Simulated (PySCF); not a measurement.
# WCl₂: relaxation and vibrations of the triplet

Aim: relax WCl₂ as a triplet from a linear start, check by its vibrations whether the end is a minimum, and collect its spectrum and constants.

Computed with PySCF 2.14.0. Level: B3LYP, basis W def2-TZVP with ECP60, Cl def2-TZVP, scalar-relativistic core potentials, no spin–orbit coupling, density fitting.

## (1) Where the work starts

3 atoms, charge 0, spin multiplicity 3.

Bond lengths: W1–Cl2 2.360 Å, W1–Cl3 2.360 Å. Angles: Cl2–W1–Cl3 180.0°.

```xyz
3
charge 0 multiplicity 3
W     0.0000    0.0000    0.0000
Cl    0.0000    0.0000    2.3600
Cl    0.0000    0.0000   -2.3600
```

## (2) First SCF at the start

One driver script runs all steps and calls PySCF; scf.py shows how it sets up the SCF of each step. The optimiser is the driver's own. After this first run the driver tries any further starts and a stability analysis.

scf.py reads:

```python
from pyscf import gto, scf, dft
mol = gto.M(atom='''
W      0.000000     0.000000     0.000000
Cl     0.000000     0.000000     2.360000
Cl     0.000000     0.000000    -2.360000''',
    basis={'W': 'def2-TZVP', 'Cl': 'def2-TZVP'},
    ecp={'W': 'def2-TZVP'},
    charge=0, spin=2)
mf = dft.UKS(mol, xc='B3LYP')
mf.grids.atom_grid = (50, 194)
aux = {'W': 'def2-universal-JKFIT', 'Cl': 'def2-universal-JKFIT'}
mf = mf.density_fit(auxbasis=aux)
mf.conv_tol = 1e-08
mf.diis_space = 10
mf.max_cycle = 60
mf.init_guess = 'minao'
mf.verbose = 4
mf.kernel()
```

Run with:

```sh
OMP_NUM_THREADS=4 python axn.py task.json out
```

Log:

```text
init E= -968.833775028683
[... the frontier-level lines of each cycle are left out ...]
cycle= 1 E= -987.486212185678  delta_E= -18.7  |g|= 0.429  |ddm|= 4.83
cycle= 2 E= -986.587153757188  delta_E= 0.899  |g|= 1.38  |ddm|= 1.32
cycle= 3 E= -987.571514040774  delta_E= -0.984  |g|=  0.1  |ddm|= 1.07
cycle= 4 E= -987.575664226576  delta_E= -0.00415  |g|= 0.0575  |ddm|= 0.158
cycle= 5 E= -987.577583682489  delta_E= -0.00192  |g|= 0.00372  |ddm|= 0.0498
cycle= 6 E= -987.577597969009  delta_E= -1.43e-05  |g|= 0.00114  |ddm|= 0.00709
cycle= 7 E= -987.577599637708  delta_E= -1.67e-06  |g|= 0.00043  |ddm|= 0.00219
cycle= 8 E= -987.577599955573  delta_E= -3.18e-07  |g|= 0.000192  |ddm|= 0.0012
cycle= 9 E= -987.577599995174  delta_E= -3.96e-08  |g|= 3.24e-05  |ddm|= 0.000397
cycle= 10 E= -987.577599996114  delta_E= -9.4e-10  |g|= 5.5e-06  |ddm|= 6.34e-05
Extra cycle  E= -987.577599996061  delta_E= 5.28e-11  |g|= 1.21e-05  |ddm|= 1.85e-05
converged SCF energy = -987.577599996061  <S^2> = 2.0154616  2S+1 = 3.0102901
```

This step, with its further starts and checks, ran for 12 s (4 threads of Arm Neoverse V1, shared host).

Energies from each starting density:

| start | energy (Eh) |
| --- | --- |
| the minimal-basis guess | -987.577600 |
| a thermally smeared density | -987.577600 |
| a smeared PBE density | -987.577600 |

No lower solution of this spin turned up from the other starts or in the test of internal stability.

## (3) Relaxation: linear start, triplet

The program finds D∞h symmetry in the start, which this walk keeps. The walk stops when the largest gradient is under 0.0003 Eh/bohr and the energy has settled too.

Changes to scf.py since step 2:

```diff
@@ -16 +15,0 @@
-mf.init_guess = 'minao'
```

Energy and gradient, step by step:

| step | energy (Eh) | change (kJ/mol) | largest symmetric gradient (Eh/bohr) |
| --- | --- | --- | --- |
| 0 | -987.577600 | 0.00 | 0.04065 |
| 1 | -987.587995 | -27.29 | 0.01311 |
| 2 | -987.588762 | -29.31 | 0.00489 |
| 3 | -987.588868 | -29.58 | 0.00037 |
| 4 | -987.588869 | -29.59 | 0.00001 |

The walk took 11 s.

After 4 steps and 29.6 kJ/mol it ends at D∞h: W–Cl 2.227 Å (×2); Cl–W–Cl 180.0°.

## (4) Frequencies

On the finer grid the gradient is checked again; gradients at displacements of ±0.02 bohr then give force constants and infrared intensities.

Changes to scf.py since step 3:

```diff
@@ -3,3 +3,3 @@
-W      0.000000     0.000000     0.000000
-Cl     0.000000     0.000000     2.360000
-Cl     0.000000     0.000000    -2.360000''',
+W     -0.000000     0.000000    -0.000000
+Cl    -0.000000     0.000000     2.227356
+Cl     0.000000     0.000000    -2.227356''',
@@ -10 +10 @@
-mf.grids.atom_grid = (50, 194)
+mf.grids.atom_grid = (75, 302)
@@ -13 +13 @@
-mf.conv_tol = 1e-08
+mf.conv_tol = 1e-10
```

This SCF starts from the last density.

Log of the central SCF (cycles and frontier levels):

```text
init E= -987.58884776272
[... the frontier-level lines of each cycle are left out ...]
cycle= 1 E= -987.58884776272  delta_E= 2.27e-13  |g|= 1.67e-06  |ddm|= 3.01e-06
Extra cycle  E= -987.588847762711  delta_E= 8.87e-12  |g|= 3.69e-06  |ddm|= 5.84e-06
converged SCF energy = -987.588847762711  <S^2> = 2.013851  2S+1 = 3.0092198
```

The whole step took 24 s.

Geometry: D∞h; W–Cl 2.227 Å (×2); Cl–W–Cl 180.0°.

Modes, for the most abundant isotopes:

```
symmetry  ω (cm⁻¹)  IR (km/mol)  μ (u)     type
      πu        42          0.2  45.01     bend
     σg+       406          0.0  34.97  stretch
     σu+       417          124  45.01  stretch
```

All wavenumbers are real: a minimum.

Properties at this point:

| Item | Value |
| --- | --- |
| Dipole moment | 0.00 D |
| Highest occupied level | -5.81 eV |
| Lowest empty level | -3.86 eV |
| Rotational constants | 0.04859 cm⁻¹ |
| Zero-point energy | 5.4 kJ/mol |
| Principal polarisabilities | 60.2, 60.2, 97.0 bohr³ |
| Atomisation energy without zero-point energy | 812 kJ/mol |
| Principal traceless quadrupole moments about the centre of mass | -0.11, -0.11, 0.21 D Å |
| Entropy at 298.15 K and 1 bar (electronic part: spin only) | 310.0 J/(mol K) |
| Heat capacity Cp at 298.15 K | 57.8 J/(mol K) |
| Enthalpy at 298.15 K above 0 K | 14.72 kJ/mol |
| Rotational symmetry number | 2 |
| Spin squared ⟨S²⟩ | 2.014 |

Charges (e) and bond orders:

| atom | Mulliken | Löwdin | polar tensor | spin (Mulliken) | Mayer order to W1 |
| --- | --- | --- | --- | --- | --- |
| W1 | 0.55 | -0.21 | 0.89 | 2.12 | – |
| Cl2,3 | -0.27 | 0.10 | -0.45 | -0.06 | 1.28 |

Mulliken populations on W1 (outside its core potential): s 3.28, p 6.23, d 3.89, f 0.05.

## (5) Outcome

| quantity | value |
| --- | --- |
| minimum | triplet, D∞h |
| geometry | W–Cl 2.227 Å (×2); Cl–W–Cl 180.0° |
| wavenumbers (cm⁻¹) | 42 (πu), 406 (σg+), 417 (σu+) |
| dipole moment | 0.00 D |
| highest occupied, lowest empty level (either spin) | -5.81, -3.86 eV |
| polar-tensor charge of W1 | +0.89 e |
| zero-point energy | 5.4 kJ/mol |
| entropy at 298.15 K | 310.0 J/(mol K) |
| atomisation energy (no zero-point energy) | 812 kJ/mol |
| ⟨S²⟩ | 2.014 |

**Reading.** The linear start keeps its D∞h symmetry and ends in a minimum. In the infrared the band at 417 cm⁻¹ (σu+, stretch) leads. The dipole vanishes although W1 carries +0.9 e by the polar tensor: the bond dipoles cancel. Most of the spin sits on W1 (Mulliken spin 2.12, against 2 for the whole molecule). Only this shape and spin were tried, so other structures or states may lie lower. One determinant may miss the lowest occupation of an open d or f shell. With an element this heavy the missing spin–orbit coupling can shift these numbers.

The search up to here took 46 s.
